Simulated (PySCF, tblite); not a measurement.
# BH5OSi2, a cluster model of a defect: NMR shifts, core binding energies and electronic excitations, part 1 of 2

Wanted: the NMR shifts, core binding energies and electronic excitations for `O[Si]B[SiH3]`. It is drawn as: twofold Si.

Computed with tblite 0.8.0 and PySCF 2.14.0; each step states its level. No surroundings beyond the atoms listed, unless a continuum is named. Atoms count from 0, parts from 1.

### 1 The system as given

9 atoms, charge 0, multiplicity 1; geometry: distance geometry start.

### 2 Relaxing the cluster with GFN2-xTB

The job: settings as JSON, then the geometry in Å.

```
{"job": {"kind": "relax", "xc": "GFN2-xTB", "basis": "xTB"}, "charge": 0, "multiplicity": 1}
Si     1.483055    -0.469379     0.721728
O      2.820883    -0.831800    -0.266807
B      0.141084     0.319464    -0.469984
Si    -1.757317    -0.009908    -0.188400
H      3.489655    -0.136160    -0.304921
H      0.388043     1.421326    -0.927376
H     -2.272547     1.124960     0.580115
H     -2.447600    -0.156666    -1.483100
H     -1.827308    -1.257427     0.585385
```

Level: GFN2-xTB geometry optimisation, gas phase.

Command:

```
$ OMP_NUM_THREADS=1 python cluster_run.py task.json out
```

The driver reads the jobs from task.json and runs them one after another.

The program printed:

```text
step      E/eV     max force
  0    -305.85407    1.465
  1    -305.92344    1.197
  2    -306.01394    0.660
  3    -306.03401    0.574
  4    -306.11882    0.894
  5    -306.15365    0.870
  6    -306.21884    0.536
  7    -306.24175    0.391
  8    -306.26256    0.367
  9    -306.27820    0.321
 10    -306.29428    0.349
 11    -306.31203    0.432
 12    -306.33253    0.422
 13    -306.35325    0.387
 14    -306.37044    0.503
 15    -306.38169    0.307
 16    -306.38103    1.118
 17    -306.40199    0.339
 18    -306.41294    0.245
 19    -306.43474    0.799
 20    -306.44680    0.268
 21    -306.46216    0.276
 22    -306.47055    0.420
 23    -306.47449    0.339
 24    -306.47801    0.152
 25    -306.48170    0.166
 26    -306.48918    0.262
 27    -306.49691    0.338
 28    -306.50261    0.289
 29    -306.50624    0.272
 30    -306.51011    0.181
 31    -306.51718    0.249
 32    -306.52994    0.391
 33    -306.54177    0.439
 34    -306.54722    0.558
 35    -306.55479    0.240
 36    -306.55712    0.128
 37    -306.55906    0.118
 38    -306.56409    0.178
 39    -306.56711    0.185
 40    -306.57075    0.117
 41    -306.57221    0.112
 42    -306.57342    0.092
 43    -306.57482    0.122
 44    -306.57646    0.123
 45    -306.57802    0.108
 46    -306.57933    0.109
 47    -306.58040    0.097
 48    -306.58147    0.108
 49    -306.58252    0.094
 50    -306.58343    0.092
 51    -306.58427    0.076
 52    -306.58533    0.105
 53    -306.58687    0.123
 54    -306.58857    0.117
 55    -306.58966    0.105
 56    -306.59014    0.064
 57    -306.59058    0.062
 58    -306.59124    0.100
 59    -306.59222    0.110
 60    -306.59302    0.096
 61    -306.59337    0.051
 62    -306.59352    0.038
 63    -306.59366    0.033
 64    -306.59384    0.045
 65    -306.59403    0.049
 66    -306.59417    0.031
 67    -306.59423    0.019
 68    -306.59425    0.017
 69    -306.59427    0.015
 70    -306.59429    0.018
 71    -306.59434    0.020
 72    -306.59440    0.017
 73    -306.59445    0.016
 74    -306.59447    0.014
 75    -306.59448    0.012
 76    -306.59450    0.012
 77    -306.59455    0.020
 78    -306.59464    0.026
 79    -306.59475    0.022
 80    -306.59483    0.017
 81    -306.59487    0.020
 82    -306.59489    0.022
 83    -306.59491    0.026
 84    -306.59496    0.033
 85    -306.59509    0.043
 86    -306.59534    0.059
 87    -306.59576    0.071
 88    -306.59615    0.056
 89    -306.59641    0.021
 90    -306.59646    0.012
 91    -306.59647    0.010
 92    -306.59648    0.006
```

It took 3.2 s on 1 thread of AMD EPYC 7R43, shared host.

Along the way:

| step | energy from step 0 (eV) | largest force (eV/Å) |
| --- | --- | --- |
| 0 | 0.0000 | 1.4653 |
| 3 | -0.1799 | 0.5745 |
| 6 | -0.3648 | 0.5358 |
| 9 | -0.4241 | 0.3207 |
| 12 | -0.4785 | 0.4217 |
| 15 | -0.5276 | 0.3075 |
| 18 | -0.5589 | 0.2452 |
| 21 | -0.6081 | 0.2762 |
| 24 | -0.6239 | 0.1515 |
| 27 | -0.6428 | 0.3372 |
| 30 | -0.6560 | 0.1809 |
| 33 | -0.6877 | 0.4386 |
| 36 | -0.7031 | 0.1271 |
| 39 | -0.7130 | 0.1850 |
| 42 | -0.7194 | 0.0914 |
| 45 | -0.7240 | 0.1081 |
| 48 | -0.7274 | 0.1080 |
| 51 | -0.7302 | 0.0762 |
| 54 | -0.7345 | 0.1171 |
| 57 | -0.7365 | 0.0619 |
| 60 | -0.7390 | 0.0957 |
| 63 | -0.7396 | 0.0326 |
| 66 | -0.7401 | 0.0314 |
| 69 | -0.7402 | 0.0157 |
| 72 | -0.7403 | 0.0181 |
| 75 | -0.7404 | 0.0117 |
| 78 | -0.7406 | 0.0258 |
| 81 | -0.7408 | 0.0203 |
| 84 | -0.7409 | 0.0332 |
| 87 | -0.7417 | 0.0711 |
| 90 | -0.7424 | 0.0120 |
| 92 | -0.7424 | 0.0059 |

Close pairs (by a distance rule), those that changed most:

| bond | before (Å) | after (Å) | change (Å) |
| --- | --- | --- | --- |
| Si0–B2 | 1.960 | 1.845 | -0.116 |
| Si0–O1 | 1.702 | 1.627 | -0.075 |
| B2–H5 | 1.218 | 1.183 | -0.036 |
| Si3–H6 | 1.464 | 1.481 | +0.017 |
| Si3–H8 | 1.470 | 1.484 | +0.014 |
| B2–Si3 | 1.947 | 1.961 | +0.014 |
| O1–H4 | 0.966 | 0.959 | -0.007 |
| Si3–H7 | 1.475 | 1.477 | +0.002 |

### 3 Optimising the geometry at PBE0-D3(BJ)/def2-SVP

The job: settings as JSON, then the geometry in Å.

```
{"job": {"xc": "PBE0", "basis": "def2-SVP", "d3": "d3bj", "grid": 2, "kind": "geom", "shake": 0.01}, "charge": 0, "multiplicity": 1}
Si     1.610035     0.208550     0.563192
O      2.899516    -0.727546     0.541467
B      0.117538     0.794627    -0.438501
Si    -1.558297    -0.037445    -0.038772
H      3.226926    -1.256647    -0.199389
H      0.112194     1.931330    -0.782141
H     -2.362801     0.625537     1.031643
H     -2.527896    -0.133312    -1.165134
H     -1.472968    -1.428240     0.479086
```

The program printed:

```text
step   0  E = -681.36950706  max force = 0.034836
step   1  E = -681.37842276  max force = 0.015022
step   2  E = -681.38053909  max force = 0.006769
step   3  E = -681.38213091  max force = 0.005275
step   4  E = -681.38266355  max force = 0.005693
step   5  E = -681.38322327  max force = 0.002924
step   6  E = -681.38335428  max force = 0.001691
step   7  E = -681.38340337  max force = 0.000899
step   8  E = -681.38342602  max force = 0.000690
step   9  E = -681.38344072  max force = 0.000683
step  10  E = -681.38344953  max force = 0.000653
step  11  E = -681.38345541  max force = 0.000522
step  12  E = -681.38345789  max force = 0.000216
optimisation converged
```

Run time: 62 s. Hardware: 1 thread of AMD EPYC 7R43, shared host; peak memory 0.45 GiB.

The steps of the relaxation:

| step | energy from step 0 (eV) | largest force component (eV/Å) |
| --- | --- | --- |
| 0 | 0.0000 | 1.7913 |
| 1 | -0.2426 | 0.7725 |
| 2 | -0.3002 | 0.3481 |
| 3 | -0.3435 | 0.2713 |
| 4 | -0.3580 | 0.2927 |
| 5 | -0.3732 | 0.1504 |
| 6 | -0.3768 | 0.0870 |
| 7 | -0.3781 | 0.0462 |
| 8 | -0.3788 | 0.0355 |
| 9 | -0.3792 | 0.0351 |
| 10 | -0.3794 | 0.0336 |
| 11 | -0.3796 | 0.0268 |
| 12 | -0.3796 | 0.0111 |

Distances of close pairs at the start and the end, largest changes first:

| bond | before (Å) | after (Å) | change (Å) |
| --- | --- | --- | --- |
| B2–Si3 | 1.913 | 2.019 | +0.106 |
| Si0–B2 | 1.891 | 1.969 | +0.078 |
| Si0–O1 | 1.594 | 1.667 | +0.073 |
| B2–H5 | 1.188 | 1.213 | +0.025 |
| Si3–H7 | 1.489 | 1.502 | +0.013 |
| Si3–H8 | 1.487 | 1.498 | +0.012 |
| O1–H4 | 0.967 | 0.963 | -0.004 |
| Si3–H6 | 1.494 | 1.498 | +0.004 |

The next job starts from the end point, and lists it.

| at the end point | value |
| --- | --- |
| point group (found at 0.08 Å tolerance) | C1 |
| rotational constants (GHz, main isotopes) | 11.585, 1.767, 1.685 |
| dipole moment (D) | 1.82 |

### 4 NMR shieldings: PBE0/pcSseg-2

The job: settings as JSON, then the geometry in Å.

```
{"job": {"kind": "nmr", "xc": "PBE0", "basis": "pcSseg-2"}, "charge": 0, "multiplicity": 1}
Si     1.723885     0.305168     0.977293
O      2.777069    -0.804209     0.315051
B      0.238670     0.844635    -0.197054
Si    -1.521018    -0.116479     0.041610
H      2.632599    -1.063083    -0.601443
H      0.176293     1.949779    -0.692649
H     -2.591823     0.728583     0.660894
H     -1.967464    -0.482708    -1.345163
H     -1.424022    -1.384850     0.832959
```

Level: GIAO PBE0/pcSseg-2 NMR shielding, non-relativistic, gas phase.

The program printed:

```text
coarse grid: 8520 points
cycle   1  E = -681.6126735091  dE =  6.933e-02  |g| = 7.100e-01  |ddm| = 2.160e+00
cycle   2  E = -681.3553302583  dE =  2.573e-01  |g| = 1.330e+00  |ddm| = 9.949e-01
cycle   3  E = -681.7042952337  dE = -3.490e-01  |g| = 1.277e-01  |ddm| = 6.922e-01
cycle   4  E = -681.7073464568  dE = -3.051e-03  |g| = 6.989e-02  |ddm| = 1.948e-01
cycle   5  E = -681.7091559056  dE = -1.809e-03  |g| = 1.675e-02  |ddm| = 9.775e-02
cycle   6  E = -681.7092403811  dE = -8.448e-05  |g| = 2.814e-03  |ddm| = 2.477e-02
cycle   7  E = -681.7092430243  dE = -2.643e-06  |g| = 1.008e-03  |ddm| = 4.681e-03
final grid: 73128 points
cycle   8  E = -681.7161387685  dE = -3.918e-05  |g| = 4.785e-03  |ddm| = 1.730e-02
cycle   9  E = -681.7161317751  dE =  6.993e-06  |g| = 7.582e-03  |ddm| = 7.522e-03
cycle  10  E = -681.7161432346  dE = -1.146e-05  |g| = 8.762e-04  |ddm| = 4.373e-03
cycle  11  E = -681.7161433875  dE = -1.529e-07  |g| = 2.099e-04  |ddm| = 9.740e-04
cycle  12  E = -681.7161434011  dE = -1.366e-08  |g| = 3.956e-05  |ddm| = 3.217e-04
cycle  13  E = -681.7161434015  dE = -3.620e-10  |g| = 2.542e-05  |ddm| = 7.137e-05
converged SCF energy = -681.7161434015

GIAO shielding tensors (ppm)
atom      isotropic    diamagn.    paramagn.     s11        s22        s33       span
  0 Si    -123.941     877.553   -1001.493   -821.805    199.803    250.180   1071.984
  1 O      105.271     383.803    -278.531    -59.855     35.257    340.412    400.267
  2 B      -24.112     199.344    -223.456   -162.336    -34.726    124.726    287.062
  3 Si     456.388     879.659    -423.271    425.728    462.214    481.222     55.494
  4 H       24.014      32.225      -8.212     19.793     22.620     29.628      9.835
  5 H       19.401      29.954     -10.553      3.696     26.062     28.446     24.751
  6 H       27.145      28.208      -1.063     24.352     25.284     31.800      7.448
  7 H       27.657      28.763      -1.106     24.981     26.156     31.834      6.852
  8 H       27.219      29.297      -2.078     24.974     25.680     31.005      6.031
```

It took 30 s on 1 thread of AMD EPYC 7R43, shared host; peak memory 0.84 GiB.

Shifts follow as δ = σ(reference) − σ, with reference shieldings (ppm) from runs at the same level and on the same kind of geometry: ¹H TMS 31.25, ²⁹Si TMS 341.3, ¹⁷O H2O 328.2, ¹¹B BF3·OEt2 99.1. The references are single molecules in the gas phase, so shifts against H2O, NH3, PH3, H3PO4 or CFCl3 are not on the usual liquid scales and can be off by tens of ppm.

| atoms | environment | σ (ppm) | δ (ppm) |
| --- | --- | --- | --- |
| H5 | hydrogen on a boron bonded to 2 Si | 19.40 | 11.84 |
| H4 | hydrogen on an oxygen bonded to Si | 24.01 | 7.23 |
| H6 | hydrogen on a silicon bonded to B | 27.15 | 4.10 |
| H8 | hydrogen on a silicon bonded to B | 27.22 | 4.03 |
| H7 | hydrogen on a silicon bonded to B | 27.66 | 3.59 |
| Si0 | silicon bonded to B, O | -123.9 | 465.2 |
| Si3 | silicon bonded to B, 3 H | 456.4 | -115.1 |
| O1 | oxygen bonded to Si, H | 105.3 | 222.9 |
| B2 | boron bonded to 2 Si, H | -24.1 | 123.2 |

The run also stored atomic charges by several schemes (e):

| atoms | Mulliken | IAO | Hirshfeld | ESP fit |
| --- | --- | --- | --- | --- |
| Si0 | 0.46 | 0.65 | 0.25 | 0.00 |
| O1 | -0.50 | -0.73 | -0.30 | -0.40 |
| B2 | -0.31 | -0.49 | -0.07 | 0.20 |
| Si3 | 0.45 | 0.44 | 0.22 | -0.14 |

Mayer bond orders: Si0–O1 0.98, Si0–B2 1.19, B2–Si3 0.94.

(Continued in part 2 of 2.)
